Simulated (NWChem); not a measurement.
**InH2ClO (SMILES [OH][InH][Cl]) at B3LYP/def2-TZVPP (core potential)**

What is the vertical ionisation energy of InH2ClO at B3LYP/def2-TZVPP (core potential)? 

Program for the calculation: NWChem 7.3.0.

## Step 1: The molecule

InH2ClO: 5 atoms, total charge 0, spin state singlet. SMILES: `[OH][InH][Cl]`. The coordinates come from a PBE0-D4/def2-TZVP relaxation. This is one conformer, not always the lowest.

Bond lengths: O1–In2 1.968 Å, In2–Cl3 2.333 Å, O1–H4 0.961 Å, In2–H5 1.688 Å. Angles: O1–In2–Cl3 109.8°, O1–In2–H5 126.8°, Cl3–In2–H5 123.4°, In2–O1–H4 111.6°.

## Step 2: The energy at B3LYP/def2-TZVPP (core potential)

clh2ino.nw

```
start clh2ino
memory total 2200 mb
charge 0
geometry noautosym nocenter noautoz
 O     -1.390100     0.131800    -0.577000
 In     0.449500     0.401800     0.067200
 Cl     1.287900    -1.597300     0.930400
 H     -1.681700    -0.774800    -0.447000
 H      1.334300     1.838500     0.026500
end
basis spherical bse
 * library def2-TZVPP
end
ecp bse
 In library def2-TZVPP
end
dft
 xc b3lyp
 grid fine
 convergence energy 1e-08
 maxiter 100
 mulliken
 noprint "final vectors analysis"
end
task dft energy
```

Command:

```sh
nwchem clh2ino.nw > clh2ino.out
```

Standard output:

```text
[...]
          Wavefunction type:  closed shell.
          No. of atoms     :     5
          No. of electrons :    48
[...]
          Charge           :     0
          Spin multiplicity:     1
[...]
          AO basis - number of functions:   151
[...]
              XC Information
              --------------
                         B3LYP Method XC Potential
                     Hartree-Fock (Exact) Exchange  0.200
                        Slater Exchange Functional  0.800 local
                    Becke 1988 Exchange Functional  0.720 non-local
              Lee-Yang-Parr Correlation Functional  0.810
                  VWN I RPA Correlation Functional  0.190 local
[...]
 d= 0,ls=0.0,diis     1   -726.8455987571 -8.95D+02  1.47D-02  1.25D+00     6.1
[...]
 d= 0,ls=0.0,diis    11   -726.9557562823 -2.52D-09  2.30D-07  1.36D-09    51.3
         Total DFT energy =     -726.955756282288
      One electron energy =    -1412.089686181924
           Coulomb energy =      570.959265968611
    Exchange-Corr. energy =      -54.456957327276
 Nuclear repulsion energy =      168.631621258301
[...]
      Total Density - Mulliken Population Analysis
     ---------------------------------------------
    Atom       Charge   Shell Charges
 -----------   ------   -------------------------------------------------------
    1 O    8     8.51   0.79  1.18  0.60  0.89  0.33  1.89  1.82  0.99  0.00  0.01  0.00
    2 In  21    20.20   0.40 -0.84  1.62  0.81  0.86  0.20 -0.41  6.40  0.60  0.31  0.05  8.83  1.16  0.14  0.00  0.06
    3 Cl  17    17.39   2.01  0.43  1.52  1.15  0.82  4.19  1.67  1.14  2.77  1.66  0.00  0.00  0.02  0.00
    4 H    1     0.82   0.26  0.39  0.05  0.02  0.08  0.01
    5 H    1     1.08   0.22  0.52  0.33  0.00  0.01  0.00
[...]
```

It took 53 s on 1 thread of AMD EPYC 9R14 (Zen 4), shared host; peak memory 0.13 GiB.

## Step 3: The doublet cation

m1.nw

```
start m1
memory total 2200 mb
charge 1
geometry units angstrom noautosym nocenter noautoz
 O    -1.390100    0.131800   -0.577000
 In    0.449500    0.401800    0.067200
 Cl    1.287900   -1.597300    0.930400
 H    -1.681700   -0.774800   -0.447000
 H     1.334300    1.838500    0.026500
end
basis spherical bse
 * library def2-TZVPP
end
ecp bse
 In library def2-TZVPP
end
dft
 xc b3lyp
 mult 2
 grid fine
 convergence energy 1e-08
 iterations 100
 mulliken
 print low
end
task dft energy
```

Command:

```sh
nwchem m1.nw > m1.out
```

Standard output:

```text
[...]
 d= 0,ls=0.0,diis     1   -726.2046527938 -8.95D+02  1.35D-02  9.60D-01     7.3
[...]
 d= 0,ls=0.5,diis    66   -726.5592467843 -9.78D-09  2.01D-07  2.87D-09   380.3
[...]
         Total DFT energy =     -726.559246792103
      One electron energy =    -1400.015759184953
           Coulomb energy =      558.944385433267
    Exchange-Corr. energy =      -54.119494298718
 Nuclear repulsion energy =      168.631621258301
[...]
      Total Density - Mulliken Population Analysis
     ---------------------------------------------
    Atom       Charge   Shell Charges
 -----------   ------   -------------------------------------------------------
    1 O    8     8.26   0.79  1.18  0.61  0.92  0.30  1.86  1.78  0.80  0.00  0.01  0.00
    2 In  21    20.08   0.40 -0.84  1.62  0.81  0.92  0.17 -0.41  6.40  0.56  0.26  0.01  8.84  1.15  0.12  0.00  0.06
    3 Cl  17    16.95   2.01  0.43  1.52  1.19  0.81  4.19  1.67  1.11  2.73  1.25  0.00  0.00  0.02  0.00
    4 H    1     0.77   0.26  0.38  0.03  0.02  0.07  0.01
    5 H    1     0.93   0.21  0.49  0.21  0.00  0.01  0.00
[...]
      <S2> =      0.7639 (Exact =     0.7500)
[...]
```

It took 6.5 min on 1 thread of AMD EPYC 9R14 (Zen 4), shared host; peak memory 0.13 GiB.

## Step 4: Results

Level: B3LYP/def2-TZVPP (core potential).

| quantity | value |
| --- | --- |
| singlet InH2ClO: total energy | -726.95576 Eh |
| singlet InH2ClO: dipole moment | 1.39 D |
| doublet cation: total energy | -726.55925 Eh |
| doublet cation: ⟨S²⟩ | 0.764 |
| vertical ionisation energy (to the doublet cation) | 10.790 eV |

The vertical ionisation energy comes to 10.79 eV (249 kcal/mol). Mulliken charges (singlet InH2ClO) run from -0.51 on O1 to +0.80 on In2; they depend strongly on the basis.
